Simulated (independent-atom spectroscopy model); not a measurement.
**BaCaNdBiO6: what X-rays and electrons would show**

What would one expect for BaCaNdBiO6? Wanted: its X-ray refractive index and its attenuation of X-rays.

Program: independent-atom spectroscopy model, version 2. Model: independent atoms, textbook formulas over atomic cross sections; no chemical shifts or fine structure; level and line energies, yields and scattering factors come from tables. All values are calculated, but those marked as tabulated.

**1. The sample**

| Quantity | Value |
| --- | --- |
| formula | BaCaNdBiO6 |
| density | 6.401 g/cm³ (from a DFT-relaxed cell) |
| molar mass | 626.62 g/mol |
| atoms per volume | 61.5 per nm³ |

```
element  atoms (%)  mass (%)
     Ba       10.0      21.9
     Ca       10.0       6.4
     Nd       10.0      23.0
     Bi       10.0      33.4
      O       60.0      15.3
```

**2. Optical constants in the X-ray range**

Model: refractive index n = 1 - delta + i beta from Henke atomic scattering factors, independent atoms (rough under about 100 eV); 1/e length of the intensity, critical angle sqrt(2 delta) where beta is under 0.3 delta.

Input values:

```json
{
  "elements": ["Ba", "Ca", "Nd", "Bi", "O"],
  "counts": [1, 1, 1, 1, 6],
  "density": 6.401,
  "photon_energy": [68.5, 91.3, 289.0, 6403.8, 8047.8, 9251.7, 17479.3]
}
```

Units: density in g/cm³, photon_energy in eV.

**3. Attenuation of hard X-rays**

Model: mass attenuation by the mixture rule over the Elam, Ravel and Sieber tables (photoabsorption, coherent and incoherent scattering); narrow-beam half-value layer.

Input values:

```json
{
  "elements": ["Ba", "Ca", "Nd", "Bi", "O"],
  "counts": [1, 1, 1, 1, 6],
  "density": 6.401,
  "photon_energy": [15, 20, 25.5, 38.1, 50, 100, 115.0, 140.5, 300, 661.7]
}
```

Units: density in g/cm³, photon_energy in keV.

**Question.** What will these runs give?

As calculated:

```
                               quantity               value
                       δ, β at 17479 eV  3.65e-06, 2.28e-07
                 1/e length at 17479 eV             24.7 μm
                   critical angle there              0.155°
half-value layer at 15.00 and 661.7 keV  0.0148 and 12.0 mm
```

From 68.50 to 17479 eV the 1/e length grows by a factor of 880. Compton scattering overtakes photoabsorption between 300.0 and 661.7 keV. Bonding is absent from the model, so shifts and fine structure near edges are missing.
